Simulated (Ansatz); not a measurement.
A nudged elastic band was laid between two geometries of a periodic cell of 17 atoms, W8C8O (surface WC(001), adsorbate O).

The calculation used Ansatz, DFT PBEsol, scalar-relativistic, plane waves, PAW. Settings: PAW set soft_1, cutoff 420 eV, k mesh 3x3x1, gaussian smearing 0.05 eV, no spin polarisation.

```yaml
movable_images: 5
climbing_image: yes
spring: 5.0 eV/Å²
optimiser: lbfgs
start_path: IDPP
force_threshold: 0.03 eV/Å
iteration_limit: 80
end_points: relaxed
atoms_held: 1, 5, 9, 13
```

Initial state:

```xyz
17
Lattice="5.7964 0.0000 0.0000 -2.8982 5.0198 0.0000 0.0000 0.0000 16.2471" Properties=species:S:1:pos:R:3
W 0.000 0.000 1.000
C 1.449 0.868 2.339
W 0.021 0.004 3.823
C 1.449 0.801 4.994
W -1.449 2.510 1.000
C 0.017 3.338 2.327
W -1.449 2.452 3.736
C -0.239 3.397 5.095
W 2.898 0.000 1.000
C 4.347 0.835 2.257
W 2.878 0.004 3.823
C 4.347 0.760 4.897
W 1.449 2.510 1.000
C 2.881 3.338 2.327
W 1.449 2.515 3.937
C 3.138 3.397 5.095
O -1.449 3.031 5.807
```

Final state:

```xyz
17
Lattice="5.7964 0.0000 0.0000 -2.8982 5.0198 0.0000 0.0000 0.0000 16.2471" Properties=species:S:1:pos:R:3
W 0.000 0.000 1.000
C 1.432 0.828 2.327
W 0.000 0.005 3.937
C 1.689 0.887 5.095
W -1.449 2.510 1.000
C 0.000 3.345 2.257
W -1.470 2.514 3.823
C 0.000 3.270 4.897
W 2.898 0.000 1.000
C 4.364 0.828 2.327
W 2.898 -0.058 3.736
C 4.108 0.887 5.095
W 1.449 2.510 1.000
C 2.898 3.377 2.339
W 1.470 2.514 3.823
C 2.898 3.311 4.994
O 0.000 5.541 5.807
```

Problem. Which bonds break or form, and what moves?

Solution. Contacts lost: W7–O17, C8–O17, C16–O17. Contacts made: C4–O17, W11–O17, C12–O17. The atom that moves furthest is O17, by 2.90 Å; four of its nearest neighbours are C8 1.45, C16 1.45, W7 2.15, C12 2.45 Å at the first end and C12 1.45, C4 1.45, W11 2.15, C8 2.45 Å at the last.

Problem. Give the energies along the band, and the barrier.

Solution. It did not converge within its limit. The highest image is number 4 of 0 to 6, 0.014 eV above the ends, which have the same energy within 2 meV. The band didn't meet its force threshold, so its energies are provisional: the largest band force was still 0.07 eV/Å, and over the last iterations the top stayed at 0.01 eV. Inner images lie below an end point, which means an intermediate or an end that isn't the lowest structure nearby. Limits of this set-up: coarse k mesh, thin slab, slab without dipole correction, PAW files made for another functional.

```json
{"image": "0", "path coordinate (Å)": "0.00", "energy (eV)": "0.000", "W7–O17 (Å)": "2.15", "C8–O17 (Å)": "1.45", "C16–O17 (Å)": "1.45"}
{"image": "1", "path coordinate (Å)": "0.88", "energy (eV)": "-0.827", "W7–O17 (Å)": "2.41", "C8–O17 (Å)": "1.22", "C16–O17 (Å)": "2.51"}
{"image": "2", "path coordinate (Å)": "1.75", "energy (eV)": "-0.935", "W7–O17 (Å)": "3.11", "C8–O17 (Å)": "1.18", "C16–O17 (Å)": "3.23"}
{"image": "3", "path coordinate (Å)": "2.63", "energy (eV)": "-0.853", "W7–O17 (Å)": "3.14", "C8–O17 (Å)": "1.21", "C16–O17 (Å)": "3.20"}
{"image": "4", "path coordinate (Å)": "3.51", "energy (eV)": "0.014", "W7–O17 (Å)": "3.13", "C8–O17 (Å)": "1.38", "C16–O17 (Å)": "2.93"}
{"image": "5", "path coordinate (Å)": "4.64", "energy (eV)": "-0.852", "W7–O17 (Å)": "3.80", "C8–O17 (Å)": "2.68", "C16–O17 (Å)": "3.15"}
{"image": "6", "path coordinate (Å)": "5.77", "energy (eV)": "0.000", "W7–O17 (Å)": "3.15", "C8–O17 (Å)": "2.45", "C16–O17 (Å)": "2.91"}
```

The band took 80 iterations and about 110 core-minutes.

Run time: 33 min on 4 threads of Arm Neoverse V2 (shared host), peak memory 1.8 GiB.
